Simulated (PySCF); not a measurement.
**C₂H₁₂Si₄: electronic excitations**

What electronic excitations should C₂H₁₂Si₄ (`C[Si@H]1C[SiH2][SiH2][SiH2]1`) show?

The runs use PySCF 2.14.0, with density-fitted response routines of our own; the level of theory stands in each step. All values are computed, except where a source is named. Atoms count from 0, in the outputs and in this text.

**1. The molecule as given**

18 atoms, charge 0, multiplicity 1; geometry from: GFN2-xTB.

Bonds of the start (Å): C0–Si1 1.90, Si1–C2 1.92, C2–Si3 1.91, Si3–Si4 2.32, Si4–Si5 2.33, Si5–Si1 2.33, C0–H6 1.09, C0–H7 1.09, C0–H8 1.09, Si1–H9 1.48, C2–H10 1.09, C2–H11 1.09, Si3–H12 1.47, Si3–H13 1.47, Si4–H14 1.47, Si4–H15 1.47, Si5–H16 1.47, Si5–H17 1.47.

**2. Ultraviolet spectrum: CAM-B3LYP/def2-SVPD**

The job: settings as JSON, then the geometry in Å.

```
{"job": {"kind": "uv", "xc": "CAM-B3LYP", "basis": "def2-SVPD", "nstates": 8, "ntriplets": 3}, "charge": 0, "multiplicity": 1}
C      2.769405    -0.276737    -0.301935
Si     0.946250     0.031983    -0.755685
C     -0.101690    -1.450767    -0.134040
Si    -1.979677    -1.127124     0.054274
Si    -2.128259     1.065342     0.812238
Si    -0.019942     1.898091     0.255974
H      3.131654    -1.221054    -0.699135
H      2.907015    -0.300035     0.775685
H      3.405594     0.510693    -0.695067
H      0.867893     0.041122    -2.230407
H      0.284242    -1.748920     0.843286
H      0.055998    -2.311714    -0.782605
H     -2.537648    -2.185411     0.908886
H     -2.598406    -1.323507    -1.265167
H     -2.452726     1.157192     2.243547
H     -3.237626     1.789844     0.176338
H      0.743679     2.389068     1.414219
H     -0.064516     3.068254    -0.632063
```

Method: TDDFT CAM-B3LYP/def2-SVPD, vertical, gas phase, core orbitals frozen in the response.

On the command line:

```sh
$ OMP_NUM_THREADS=1 python probes_run.py task.json out
```

One launch serves the whole session: the jobs run in the order shown.

Predict these results of the whole session: lowest singlet (CAM-B3LYP/def2-SVPD); brightest single state of those computed; lowest triplet.

As calculated:

| quantity | value |
| --- | --- |
| lowest singlet (CAM-B3LYP/def2-SVPD) | 5.48 eV (226 nm), f = 0.002 |
| brightest single state of those computed | state 5, 6.86 eV, f = 0.278 |
| lowest triplet | 5.11 eV |

**Reading.** The first singlet state (HOMO→LUMO 0.96) lies at 5.48 eV and is weak; of the 8 states computed, the strongest absorption comes from state 5 at 6.86 eV. The lowest triplet lies 0.38 eV below the lowest singlet (triplets in Tamm-Dancoff, singlets in full TDDFT).
